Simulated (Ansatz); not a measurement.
# CHBrO: the cost of one run

Method: the levels named in each step, in Ansatz 0.2.0.

## Step 1: The system as given

Bond lengths: C2–O3 1.124 Å, Br1–H4 1.409 Å.

Structure file:

```xyz
4

Br    0.0000    0.0000   -2.4251
C     0.0000    0.0000    1.1585
O     0.0000    0.0000    2.2825
H     0.0000    0.0000   -1.0159
```

## Step 2: A rough first relaxation, PBE-D4/def2-SVP

This run stands in another session on the same molecule. It ended at:

```xyz
4

Br    0.0000    0.0000   -2.4840
C     0.0000    0.0000    1.1920
O     0.0000    0.0000    2.3314
H     0.0000    0.0000   -1.0394
```

## Step 3: Relaxation, HF/STO-3G

input.yaml reads:

```yaml
crystal:
  periodic: [false, false, false]
  atoms:
    - { symbol: Br, position_ang: [0.0, 0.0, -2.48399127] }
    - { symbol: C, position_ang: [0.0, 0.0, 1.19202805] }
    - { symbol: O, position_ang: [0.0, 0.0, 2.33136561] }
    - { symbol: H, position_ang: [0.0, 0.0, -1.03940238] }
basis:
  gaussian: { orbitals: STO-3G }
hamiltonian:
  xc: hf
relax:
  f_tol: 0.002
  max_steps: 150
```

Run with:

```console
> ansatz run input.yaml --threads 2 --pin off --max-ram 5120MiB --backend cpu --events-out ev --progress --plain --runs-dir out
```

Q: Estimate wall time and peak memory on 2 threads of Intel Xeon at 2.50GHz (Skylake/Cascade Lake), shared host.

About 5.2 s, with a peak of 0.11 GiB.
